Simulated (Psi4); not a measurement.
**GaH3 (SMILES [GaH3]): levels of theory compared**

We compute a comparison of 6 runs (HF/STO-3G, TPSSh/pcseg-1, PBE0/def2-SVP, MP2/cc-pVDZ, AQCC/pcseg-1, MP3/pcseg-1) of GaH3. 

The results are computed with Psi4 1.11.

8 further runs of the same task are left out: 2 for a known fault of the program, 6 set aside as unsound or not needed.

## Step 1: The structure to begin with

GaH3 has 4 atoms, charge 0, and is taken as a singlet. As SMILES, `[GaH3]`. The shape is that of a PBE0-D4/def2-TZVP optimisation.

Bond lengths: Ga1–H2 1.568 Å, Ga1–H3 1.568 Å, Ga1–H4 1.568 Å. Angles: H2–Ga1–H3 120.0°, H2–Ga1–H4 120.0°, H3–Ga1–H4 120.0°.

## Step 2: Energy and gradient at HF/STO-3G (run 1)

Contents of job.in:

```
memory 1.6 GB

molecule {
  0 1
  Ga
  H 1 1.568434
  H 1 1.568404 2 119.9994
  H 1 1.568358 3 120.00294 2 179.88964
  symmetry c1
  no_reorient
  no_com
}

set globals {
  puream true
  e_convergence 1e-09
  d_convergence 1e-08
  scf_type pk
}

result, w = gradient('hf/STO-3G', return_wfn=True)
oeprop(w, 'WIBERG_LOWDIN_INDICES', 'MAYER_INDICES', 'LOWDIN_CHARGES')
print_variables()
```

Run with:

```bash
psi4 job.in job.out -n 1
```

job.out:

```text
[...]
  Running in c1 symmetry.
[...]
  Nuclear repulsion =   31.962563877615406
[...]
  Multiplicity = 1
[...]
  Nalpha       = 17
  Nbeta        = 17
[...]
    Number of basis functions: 21
[...]
   @RHF iter   1: -1902.28439866565122   -2.99086e+00   2.71953e-02 DIIS/ADIIS
[...]
   @RHF iter  16: -1902.57316431623758   -4.54747e-13   4.52452e-09 DIIS
[...]
    Orbital Energies [Eh]
    ---------------------
    Doubly Occupied:
       1A   -374.550790     2A    -46.622491     3A    -41.843264
       4A    -41.839064     5A    -41.839063     6A     -5.731227
       7A     -3.881165     8A     -3.873428     9A     -3.873427
      10A     -0.542605    11A     -0.390968    12A     -0.390956
      13A     -0.287691    14A     -0.287689    15A     -0.262894
      16A     -0.253667    17A     -0.253662
[...]
  @RHF Final Energy: -1902.57316431623758
   => Energetics <=
    Nuclear Repulsion Energy =             31.9625638776154055
    One-Electron Energy =               -2735.6233554426612500
    Two-Electron Energy =                 801.0876272488080758
    Total Energy =                      -1902.5731643162375804
[...]
 Multipole Moments:
 ------------------------------------------------------------------------------------
     Multipole            Electronic (a.u.)      Nuclear  (a.u.)        Total (a.u.)
 ------------------------------------------------------------------------------------
 L = 1.  Multiply by 2.5417464519 to convert [e a0] to [Debye]
 Dipole X            :         -0.0028261           -0.0025892           -0.0054153
 Dipole Y            :         -0.0000010            0.0000171            0.0000161
 Dipole Z            :         -0.0001412            0.0001236           -0.0000176
 Magnitude           :                                                    0.0054154
[...]
  -Total Gradient:
     Atom            X                  Y                   Z
    ------   -----------------  -----------------  -----------------
       1       -0.000402636209    -0.000001691407    -0.000004533820
       2        0.000168831485    -0.000001108998     0.062312326284
       3        0.000168865791     0.053963544414    -0.031156466264
       4        0.000064938933    -0.053960744009    -0.031151326200
[...]
```

It took 2.1 s on 1 thread of Intel Xeon Platinum 8488C (Sapphire Rapids), shared host; peak memory 0.19 GiB.

## Step 3: Energy and forces at TPSSh/pcseg-1 (run 2)

Contents of job.in:

```
memory 1600 mb

molecule molecule1 {
  0 1
  Ga     0.013400    -0.014900    -0.004600
  H      1.252400     0.343800     0.887700
  H     -0.552100    -1.477800    -0.009700
  H     -0.658400     1.088700    -0.893700
  symmetry c1
}

set {
  basis                pcseg-1
  puream               true
  e_convergence        1e-09
  d_convergence        1e-08
  scf_type             pk
  dft_radial_points    99
  dft_spherical_points 590
}

E, wfn = gradient('tpssh', return_wfn=True)
oeprop(wfn, 'MULLIKEN_CHARGES', 'WIBERG_LOWDIN_INDICES', 'LOWDIN_CHARGES', title='TPSSH')
```

Run with:

```bash
psi4 job.in job.out -n 1
```

job.out, cut to the lines that bear on the results:

```text
[...]
  Running in c1 symmetry.
[...]
  Nuclear repulsion =   31.962558411197463
[...]
  Multiplicity = 1
[...]
  Nalpha       = 17
  Nbeta        = 17
[...]
    Number of basis functions: 42
[...]
   @RKS iter   1: -1925.69999105965167   -2.98005e+00   2.35207e-02 DIIS/ADIIS
[...]
   @RKS iter   9: -1926.38804797044736   -2.27374e-13   1.83635e-09 DIIS
[...]
  @RKS Final Energy: -1926.38804797044736
   => Energetics <=
    Nuclear Repulsion Energy =             31.9625584111974632
    One-Electron Energy =               -2748.6748050800115379
    Two-Electron Energy =                 858.9737652494887925
    DFT Exchange-Correlation Energy =     -68.6495665511218647
    Empirical Dispersion Energy =           0.0000000000000000
    VV10 Nonlocal Energy =                  0.0000000000000000
    Total Energy =                      -1926.3880479704473601
[...]
 Multipole Moments:
 ------------------------------------------------------------------------------------
     Multipole            Electronic (a.u.)      Nuclear  (a.u.)        Total (a.u.)
 ------------------------------------------------------------------------------------
 L = 1.  Multiply by 2.5417464519 to convert [e a0] to [Debye]
 Dipole X            :         -0.0025238            0.0016826           -0.0008412
 Dipole Y            :          0.0008895           -0.0005938            0.0002957
 Dipole Z            :          0.0027799           -0.0018805            0.0008995
 Magnitude           :                                                    0.0012665
[...]
  -Total Gradient:
     Atom            X                  Y                   Z
    ------   -----------------  -----------------  -----------------
       1       -0.000072124077     0.000028383740     0.000060673004
       2        0.001142772255     0.000319003900     0.000785108234
       3       -0.000490923926    -0.001328313996    -0.000027951873
       4       -0.000580137616     0.000980727466    -0.000818037639
[...]
  Mulliken Charges: (a.u.)
   Center  Symbol    Alpha    Beta     Spin     Total
       1    GA    15.35472 15.35472  0.00000  0.29056
       2     H     0.54843  0.54843  0.00000 -0.09686
       3     H     0.54843  0.54843  0.00000 -0.09685
       4     H     0.54843  0.54843  0.00000 -0.09685
   Total alpha = 17.00000, Total beta = 17.00000, Total charge =  0.00000
[...]
```

It took 11 s on 1 thread of Intel Xeon Platinum 8488C (Sapphire Rapids), shared host; peak memory 0.84 GiB.

Runs 3 to 5 aren't shown in full; the table further down has their settings and results.

## Step 4: Energy and gradient at MP3/pcseg-1 (density fitting, density fitting for correlation) (run 6)

Contents of run_ase.py:

```python
import numpy as np
from ase.calculators.psi4 import Psi4
from ase import Atoms

a = Atoms(['Ga', 'H', 'H', 'H'], positions=[
    [0.013400, -0.014900, -0.004600],
    [1.252400, 0.343800, 0.887700],
    [-0.552100, -1.477800, -0.009700],
    [-0.658400, 1.088700, -0.893700],
])
calc = Psi4(atoms=a, method='mp3', basis='pcseg-1', memory='1600MB', num_threads=1, charge=0, multiplicity=1, label='calc')
calc.psi4.set_options({'freeze_core': True, 'mp_type': 'df', 'scf_type': 'df', 'df_scf_guess': False})
a.calc = calc

forces = a.get_forces()
print(f'energy: {a.get_potential_energy():.6f} eV')
print('forces / eV A^-1')
print(np.round(forces, 5))
```

Run with:

```bash
python run_ase.py
```

calc.dat:

```text
[...]
  Running in c1 symmetry.
[...]
  Nuclear repulsion =   31.962558411197463
[...]
  Multiplicity = 1
[...]
  Nalpha       = 17
  Nbeta        = 17
[...]
    Number of basis functions: 42
[...]
   @DF-RHF iter   1: -1924.12061110162836   -4.13030e+00   2.27474e-02 DIIS/ADIIS
[...]
   @DF-RHF iter  11: -1924.70346297378842    2.50111e-12   7.27248e-12 DIIS
[...]
    Orbital Energies [Eh]
    ---------------------
    Doubly Occupied:
       1A   -378.743851     2A    -48.131461     3A    -42.495955
       4A    -42.492815     5A    -42.492815     6A     -6.402534
       7A     -4.520033     8A     -4.513043     9A     -4.513042
      10A     -1.230915    11A     -1.224379    12A     -1.224379
      13A     -1.220227    14A     -1.220226    15A     -0.602770
      16A     -0.430974    17A     -0.430962
[...]
  @DF-RHF Final Energy: -1924.70346297378842
   => Energetics <=
    Nuclear Repulsion Energy =             31.9625584111974632
    One-Electron Energy =               -2749.5512759698481204
    Two-Electron Energy =                 792.8852545848624231
    Total Energy =                      -1924.7034629737884188
[...]
 Multipole Moments:
 ------------------------------------------------------------------------------------
     Multipole            Electronic (a.u.)      Nuclear  (a.u.)        Total (a.u.)
 ------------------------------------------------------------------------------------
 L = 1.  Multiply by 2.5417464519 to convert [e a0] to [Debye]
 Dipole X            :         -0.0027099            0.0016826           -0.0010273
 Dipole Y            :          0.0009563           -0.0005938            0.0003624
 Dipole Z            :          0.0029922           -0.0018805            0.0011117
 Magnitude           :                                                    0.0015565
[...]
	Warning: cc_lambda option is changed to TRUE
	For this residual convergence, default PCG convergence is:     1.00e-07
[...]
	DF-MP2 Total Energy (a.u.)         : -1924.79060444544643
[...]
	DF-MP3 Total Energy (a.u.)         : -1924.80710493392326
[...]
```

The script printed:

```text
energy: -52376.669155 eV
forces / eV A^-1
[[ 0.00386 -0.00151 -0.00328]
 [-0.07742 -0.02178 -0.05374]
 [ 0.03368  0.09027  0.00155]
 [ 0.03988 -0.06698  0.05546]]
```

Wall time 4.2 s (1 thread of Intel Xeon Platinum 8488C (Sapphire Rapids), shared host); peak memory 0.63 GiB.

## Step 5: All runs side by side

| run | level | integration grid | task | energy (Eh) | HOMO energy (eV) | LUMO energy (eV) | HOMO–LUMO gap (eV) | wall time |
| --- | --- | --- | --- | --- | --- | --- | --- | --- |
| 1 | HF/STO-3G | – | gradient | -1902.573164 | -6.90 | 4.58 | 11.48 | 2.1 s |
| 2 | TPSSh/pcseg-1 | 99 radial × 590 angular | gradient | -1926.388048 | -8.10 | -2.19 | 5.92 | 11 s |
| 3 | PBE0/def2-SVP | 99 radial × 590 angular | gradient | -1926.111647 | -8.57 | -1.81 | 6.76 | 7.2 s |
| 4 | MP2/cc-pVDZ | – | energy | -1925.024800 | -11.62 | 0.94 | 12.56 | 5.7 s |
| 5 | AQCC/pcseg-1 (density fitting) | – | energy | -1924.813835 | -11.73 | 0.85 | 12.57 | 3.3 s |
| 6 | MP3/pcseg-1 (density fitting, density fitting for correlation) | – | gradient | -1924.807105 | -11.73 | 0.85 | 12.57 | 4.2 s |

## Step 6: What came out

| quantity | value |
| --- | --- |
| run 6: total energy | -1924.80710 Eh |
| run 6: HOMO energy (Hartree–Fock orbitals) | -11.73 eV |
| run 6: LUMO energy (Hartree–Fock orbitals) | 0.85 eV |
| run 6: HOMO–LUMO gap (Hartree–Fock orbitals) | 12.57 eV |
| run 6: correlation energy (9 core orbitals frozen) | -103.6 mEh |
| run 6: largest force on an atom | 0.097 eV/Å |

In words: Over runs 1, 2, 3 the HOMO–LUMO gap runs from 5.92 eV (TPSSh/pcseg-1) to 11.48 eV (HF/STO-3G). The two ends differ in method and basis. Totals of different functionals can't be ranked against each other. In run 1 the basis is minimal, so the values are rough. All runs together took 34 s, the longest 11 s.
